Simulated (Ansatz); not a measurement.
# Sn3Se (Pm-3m) in Ansatz: band structure with PBEsol

Aim: the band structure of Sn3Se with PBEsol.

Everything below comes from runs of Ansatz 0.2.0. Logs are shortened: lines on timing, memory, paths and dates and some standing lists are left out, and cuts for length are marked.

## (1) The structure

The structure is cubic, space group Pm-3m (No. 221). The conventional cell has a = 4.742 Å, b = 4.742 Å, c = 4.742 Å, α = 90.00°, β = 90.00°, γ = 90.00°. Sn (site symmetry 4/mmm) is surrounded by 8 Sn at 3.35 Å and 4 Se at 3.35 Å. Se (site symmetry m-3m) is surrounded by 12 Sn at 3.35 Å.

The cell comes from a database or a generator and needn't be the stable form of this composition.

## (2) Band structure, PBEsol

The input, input.yaml:

```yaml
crystal:
  lattice:
    - [4.741879, 0.0, 0.0]
    - [0.0, 4.741879, 0.0]
    - [0.0, 0.0, 4.741879]
  atoms:
    - { symbol: Sn, position: [0.5, 0.5, 0.0] }
    - { symbol: Sn, position: [0.5, 0.0, 0.5] }
    - { symbol: Sn, position: [0.0, 0.5, 0.5] }
    - { symbol: Se, position: [0.0, 0.0, 0.0] }
hamiltonian:
  xc: pbesol
  pseudopotentials: { kind: paw }
kpoints:
  mp_grid: { grid: [6, 6, 6] }
  band_path:
    path:
      - [[0.0, 0.0, 0.0], [0.0, 0.5, 0.0], [0.5, 0.5, 0.0], [0.0, 0.0, 0.0], [0.5, 0.5, 0.5], [0.0, 0.5, 0.0]]
      - [[0.5, 0.5, 0.0], [0.5, 0.5, 0.5]]
    npoints: 14
scf:
  occupations: { method: fermi_dirac, width: 0.05 }
  n_extra_bands: 10
output:
  forces: true
  stress: true
  eigenvalues: true
  fatbands: true
```

Potentials or basis: Ansatz PAW.

Launch:

```bash
$ ansatz run input.yaml --threads 2 --pin off --max-ram 5632MiB --backend cpu --events-out ev --progress --plain --runs-dir out
```

Log:

```text
Warning: RAYON_NUM_THREADS=2 ignored (pool sized by the plan → 2); use --threads N
scf.n_extra_bands = 10 over 29 filled bands (N_el = 58.0): the run solves 39 bands
Engine: ansatz 0.2.0, x86_64-unknown-linux-gnu
Pseudopotentials: kind: paw
Pseudopotential: Sn, paw, valence charge 14, recommended cutoff 420 eV (normal), Sn.paw.azcp
Pseudopotential: Se, paw, valence charge 16, recommended cutoff 420 eV (normal), Se.paw.azcp
Functional definition: PBEsol
  exchange = pbesol_x
  correlation = pbesol_c
Crystal: 4 atoms, lattice volume = 106.623 Å³
Basis set: ecut = 420 eV, 2103 PW (Γ), exchange–correlation on 64×64×64 points (8 copies of the dense FFT grid, shifted against one another)
Bands: 39, of which v1, the nominal top of the filled ones, is band 29 counted from 1 (28 counted from 0)
Symmetry: 48 space group operations
Space group: Pm-3m (ITA 221), of the structure as read, at distance tolerance 4.7e-5 Å
k-points: 20 of 216
Non-local potential: Sn, projectors of the file, l = 0: 2, l = 1: 2, l = 2: 2, l = 3: 2
Non-local potential: Se, projectors of the file, l = 0: 2, l = 1: 2, l = 2: 3, l = 3: 1
PAW form: soft (Blöchl's): semilocal exchange-correlation on the pseudo side does not see the compensation charge
PAW frozen core: Sn, regenerated for the run's functional, and the local potential with it (the file was generated under x = pbe(κ = 0.804, μ = 0.2195149727645171), c = pbe(β = 0.06672455060314922))
PAW frozen core: Se, regenerated for the run's functional, and the local potential with it (the file was generated under x = pbe(κ = 0.804, μ = 0.2195149727645171), c = pbe(β = 0.06672455060314922))
PAW one-centre angular grid: Sn, 590 points (default); XC on 64 Gauss nodes
PAW one-centre angular grid: Se, 590 points (default); XC on 64 Gauss nodes
Initial density: superposition of atomic densities (neutral atoms: chi_scale 0, normalization atom), corrected by the library's trained network
Initial wavefunctions: pseudopotential atomic-orbital guess
Functional: x = pbesol(κ = 0.804, μ = 0.12345679012345678), c = pbesol(β = 0.046)
SCF iter   1: F=—  HF=-23273.459379 eV  |F-HF|=—  |Δ(HF+E_count)|=         —  Δρ=3.09e-3  dr2=1.54e-2  ethr=1.77e-3  ⟨swp⟩=7.3  Hψ=3487  notcnv=0  defer=25
preconditioner: auto → Kerker (q_TF=auto, 2.465 Å⁻¹)  [metal: Δε(μ)=0.056 eV  Ē_g=19.616 eV  σ=0.050 eV  W_gap=0.27  n_scr=26 (ndim 8)  ℏωp=24.9 eV  f_vac=0.000  D(μ)=2.39/eV (n_scr^D=18)]
SCF iter   2: F=—  HF=-23273.453468 eV  |F-HF|=—  |Δ(HF+E_count)|=   5.91e-3  Δρ=1.99e-3  dr2=6.93e-3  ethr=2.65e-5  ⟨swp⟩=1.8  Hψ=1019  notcnv=0  defer=50
SCF iter   3: F=—  HF=-23273.451372 eV  |F-HF|=—  |Δ(HF+E_count)|=   2.10e-3  Δρ=6.73e-4  dr2=7.97e-4  ethr=1.19e-5  ⟨swp⟩=2.1  Hψ=1212  notcnv=0  defer=50
SCF iter   4: F=—  HF=-23273.451053 eV  |F-HF|=—  |Δ(HF+E_count)|=   3.19e-4  Δρ=3.26e-4  dr2=2.24e-4  ethr=1.37e-6  ⟨swp⟩=2.1  Hψ=1273  notcnv=0  defer=50
SCF iter   5: F=—  HF=-23273.450995 eV  |F-HF|=—  |Δ(HF+E_count)|=   5.80e-5  Δρ=1.71e-4  dr2=2.79e-5  ethr=3.86e-7  ⟨swp⟩=2.0  Hψ=1200  notcnv=0  defer=50
SCF iter   6: F=—  HF=-23273.450968 eV  |F-HF|=—  |Δ(HF+E_count)|=   2.76e-5  Δρ=1.26e-4  dr2=1.15e-5  ethr=4.81e-8  ⟨swp⟩=2.0  Hψ=1307  notcnv=0  defer=50
SCF iter   7: F=—  HF=-23273.450961 eV  |F-HF|=—  |Δ(HF+E_count)|=   7.12e-6  Δρ=4.89e-5  dr2=1.83e-6  ethr=1.98e-8  ⟨swp⟩=2.0  Hψ=1146  notcnv=0  defer=50
SCF iter   8: F=-23273.450960 eV  HF=-23273.450960 eV  |F-HF|=5.49e-8  |Δ(HF+E_count)|=   1.10e-6  Δρ=7.99e-6  dr2=5.01e-8  ethr=1.72e-10  ⟨swp⟩=9.2  Hψ=4145  notcnv=0
SCF 1 converged in 8 iterations: F = -23273.450960 eV  dr2 = 5.01e-8
NSCF: frozen V_eff on 86 k-points
SCF converged after 8 iterations
Free energy (F): -23273.450960 eV
Harris-Foulkes:  -23273.450960 eV  (|F-HF|=5.49e-8)
Internal energy: -23273.430522 eV  (E = F + TS)
E sigma→0 (E₀):  -23273.440741 eV
Entropy (-TS):   -0.020437 eV (-5.109 meV/atom)
Fermi energy:    10.268980 eV
--- Per-component energies (eV) ---
  E_band       = -626.662745
  E_kinetic    = 674.143839
  E_local      = -4811.645830  (includes V_loc(G=0)·N_el)
  E_nonlocal   = -685.167192
  E_hartree    = 2709.912106
  E_xc         = -1241.786672
  E_vxc        = -388.915018  (∫ρ·V_xc dr)
  E_paw        = -14055.927391  (= ΣΔE_a)
  E_vpaw       = -834.883136  (= ΣTr[D̂ρ^β])
  E_aug_tail   = -0.000560  (compensation charges beyond the density's cutoff)
  E_ewald      = -5864.821793
  E_core_change = 1.862970  (= ΣΔE_core)
  E_smearing   = -0.020437  (= −TS)
  E_closure    = 0.000000  (closes the sum)
  Σ components = -23273.450960   (vs F -23273.450960, Δ=0.00e0)
--- Forces (eV/Å), atoms counted from 1 ---
  atom   1  Sn    -0.00000000    -0.00000000     0.00000000
  atom   2  Sn    -0.00000000    -0.00000000    -0.00000000
  atom   3  Sn     0.00000000    -0.00000000     0.00000000
  atom   4  Se    -0.00000000    -0.00000000    -0.00000000
  max |Σ_I F_I| component: 3.93e-29 eV/Å
--- Stress (GPa, compression-positive) ---
       -2.638330      -0.000000      -0.000000
        0.000000      -2.638330       0.000000
        0.000000       0.000000      -2.638330
  P = ⅓ Tr σ = -2.6383 GPa (-26.383 kbar)
--- Band table (eV; the first three rows and the last of 20) ---
  k-point 0: bands = ["-37.8109", "-37.8109", "-37.8109", "-37.8108", "-37.8108", "-11.4226", "-11.4226", "-11.4226", "-11.3985", "-11.3985", "-11.3705", "-11.3268", "-11.3268", "-11.3268", "-11.2654", "-11.2212", "-11.2212", "-11.1789", "-11.1789", "-11.1789", "-3.2468", "1.1905", "5.3849", "5.3849", "5.9676", "5.9676", "5.9676", "10.2424", "10.2424", "10.2424", "12.5557", "12.5557", "12.5557", "14.4731", "15.6862", "15.6862", "15.9433", "15.9433", "15.9433"]
  k-point 1: bands = ["-37.8109", "-37.8109", "-37.8109", "-37.8108", "-37.8108", "-11.4197", "-11.4087", "-11.4087", "-11.3975", "-11.3903", "-11.3610", "-11.3296", "-11.3265", "-11.3265", "-11.2727", "-11.2290", "-11.2209", "-11.1952", "-11.1952", "-11.1789", "-3.1709", "1.1155", "4.2117", "5.4705", "6.1444", "6.1444", "7.4747", "9.9160", "9.9726", "9.9726", "11.6821", "12.2017", "12.2017", "15.1489", "15.6423", "15.9867", "15.9867", "16.0922", "16.5266"]
  k-point 2: bands = ["-37.8109", "-37.8109", "-37.8109", "-37.8108", "-37.8108", "-11.4134", "-11.3956", "-11.3736", "-11.3736", "-11.3697", "-11.3369", "-11.3359", "-11.3225", "-11.3225", "-11.2916", "-11.2498", "-11.2382", "-11.2382", "-11.2205", "-11.1789", "-3.0015", "0.8946", "3.3995", "5.6655", "6.6263", "6.6263", "8.4756", "9.1224", "9.1224", "10.3728", "10.5682", "12.2170", "12.2170", "14.1992", "14.8904", "14.8904", "16.3165", "16.5306", "18.0327"]
  k-point 19: bands = ["-37.8109", "-37.8109", "-37.8109", "-37.8108", "-37.8108", "-11.4076", "-11.3934", "-11.3934", "-11.3934", "-11.3536", "-11.3536", "-11.3536", "-11.3129", "-11.3129", "-11.2409", "-11.2409", "-11.2409", "-11.2202", "-11.2202", "-11.2202", "-2.5240", "3.4285", "3.4285", "3.4285", "5.0355", "5.0355", "5.0355", "5.5784", "12.2613", "12.2613", "12.2613", "16.1512", "16.1512", "16.3795", "16.3795", "16.3795", "17.1808", "20.0489", "20.0489"]
```

bands.tsv:

```text
[... 102 lines left out ...]
5.008973	-48.079889	-48.079889	-48.079889	-48.079732	-48.079732	-21.676589	-21.662414	-21.662414	-21.662414	-21.622555	-21.622555	-21.622555	-21.581835	-21.581835	-21.509908	-21.509908	-21.509908	-21.489140	-21.489140	-21.489140	-12.793010	-6.840443	-6.840443	-6.840443	-5.233489	-5.233489	-5.233489	-4.690539	1.992357	1.992357	1.992357	5.882270	5.882270	6.110536	6.110536	6.110536	6.911814	9.779962	9.779962
```

Wall time 7.9 s (2 threads of AMD EPYC 7R13 (Zen 3), shared host); peak memory 0.5 GiB.

Results:

```yaml
Free_energy: -23273.4510 eV
Pressure: -2.6 GPa
Band_gap_on_the_k_mesh: none (metal or under the smearing width)
```

Levels at the corners of the path, in eV from the Fermi level:
```csv
point,band 27,band 28,band 29,band 30,band 31,band 32
Γ,-4.30,-0.03,-0.03,-0.03,2.29,2.29
X,-1.86,-1.77,-1.77,-0.15,1.88,2.15
M,-2.01,-2.01,-0.63,0.09,0.09,0.11
Γ,-4.30,-0.03,-0.03,-0.03,2.29,2.29
R,-5.23,-4.69,1.99,1.99,1.99,5.88
X,-1.86,-1.77,-1.77,-0.15,1.88,2.15
M,-2.01,-2.01,-0.63,0.09,0.09,0.11
R,-5.23,-4.69,1.99,1.99,1.99,5.88
```

Caveat: spin-orbit coupling is left out, which moves the levels of the heavy elements; the PAW data sets come from PBE, with cores solved anew for the run's functional, which leaves a small shift of forces and pressure.

## (3) The reference run

An earlier run on the cell as given: functional PBEsol; potentials or basis Ansatz PAW; cutoff 420 eV (not typed: the program's choice for these potentials); k mesh 6 × 6 × 6; occupations fermi-dirac, width 0.05 eV; no spin polarisation.

- Pressure: -2.6 GPa
- Band gap on the k mesh: none (metal or under the smearing width)
